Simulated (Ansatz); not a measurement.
## TcB₂, space group P6_3/mmc: relaxations under a series of pressures, step by step

Computed with Ansatz's Python interface.

At the Python prompt:
```pycon
>>> import warnings
>>> import ansatz as az
>>> import numpy as np
>>> def edges_and_angles(cell):
...     cell = np.asarray(cell)
...     a, b, c = np.linalg.norm(cell, axis=1)
...     cosines = cell[1] @ cell[2] / (b * c), cell[0] @ cell[2] / (a * c), cell[0] @ cell[1] / (a * b)
...     return (a, b, c, *np.degrees(np.arccos(cosines)))
...
>>> warnings.simplefilter('ignore', az.DeckWarning)
>>> lattice = az.Lattice.of(
...     (2.89071814, 0.0, 0.0),
...     (-1.44535907, 2.50343534, 0.0),
...     (0.0, 0.0, 7.43531289),
... )
>>> sites = [
...     ('Tc', (1 / 3, 2 / 3, 0.25)),
...     ('Tc', (2 / 3, 1 / 3, 0.75)),
...     ('B', (1 / 3, 2 / 3, 0.95204626)),
...     ('B', (2 / 3, 1 / 3, 0.04795374)),
...     ('B', (2 / 3, 1 / 3, 0.45204626)),
...     ('B', (1 / 3, 2 / 3, 0.54795374)),
... ]
>>> crystal = az.Crystal(lattice=lattice)
>>> for symbol, position in sites:
...     crystal = crystal.atom(symbol, position)
...
>>> job = (
...     crystal.calculation()
...     .occupations(az.OccupationsMethod.FERMI_DIRAC, width=100 * az.meV)
...     .functional('pbesol', dispersion='d4')
...     .kpoints(10, 10, 4)
... )
>>> # H = F + PV, with 1 GPa A^3 = 1/160.21766 eV
>>> rows = []
>>> for pressure in [0, 2, 4, 6, 8]:
...     outcome = job.relax(cell=True, pressure=pressure, force_tolerance=0.03).run()
...     cell = outcome.lattice.cell_ang
...     n_atoms = len(outcome.lattice.sites)
...     volume = abs(np.linalg.det(cell)) / n_atoms
...     enthalpy = outcome.report['free_energy_ev'] / n_atoms + pressure * volume / 160.21766
...     rows.append((pressure, volume, enthalpy, *edges_and_angles(cell)))
...     print(f'{pressure} GPa done: {volume:.4f} A^3/atom')
...
0 GPa done: 8.7355 A^3/atom
2 GPa done: 8.6835 A^3/atom
4 GPa done: 8.6329 A^3/atom
6 GPa done: 8.5838 A^3/atom
8 GPa done: 8.5360 A^3/atom
>>> print(' P (GPa)  V (A^3/atom)  H (eV/atom)     a       b       c')
 P (GPa)  V (A^3/atom)  H (eV/atom)     a       b       c
>>> for row in rows:
...     print('{:8.1f} {:12.4f} {:14.5f} {:7.4f} {:7.4f} {:7.4f}'.format(*row[:6]))
...
     0.0       8.7355    -1881.73831  2.8627  2.8627  7.3852
     2.0       8.6835    -1881.62959  2.8562  2.8562  7.3747
     4.0       8.6329    -1881.52152  2.8498  2.8498  7.3644
     6.0       8.5838    -1881.41406  2.8436  2.8436  7.3544
     8.0       8.5360    -1881.30722  2.8376  2.8376  7.3445
>>> p, v = np.array([row[0] for row in rows], float), np.array([row[1] for row in rows])
>>> print('mean bulk modulus between rows (GPa):', np.round(-np.diff(p) / np.diff(np.log(v)), 1))
mean bulk modulus between rows (GPa): [335.3 342.1 350.2 358.3]
```

The volume falls from 8.74 Å³ an atom at 0 GPa to 8.54 at 8 GPa, by 2.3 %. Between 0 and 2 GPa, -V dP/dV is about 335 GPa, a mean over that step.

Total energies depend on the potentials; only differences at equal settings carry meaning. Spin is left out of this run. At a fixed pressure a relaxation lowers the enthalpy F + PV, while F alone can rise. Dispersion corrections can be off by several per cent in the lattices of metals, and by several GPa in the pressure at a fixed cell. For a metal this k-point mesh is coarse: on a finer one energies can move by several to tens of meV an atom and pressures by half a GPa or more, differences at one mesh by less. The structure comes from a database of computed cells and needn't be a stable or known phase. Symmetry holds the cell in this phase, whether or not it is the stable one at each pressure. Timing: 2.3 min on 1 thread of Arm Neoverse V2, on a shared host, peak memory 0.46 GiB.
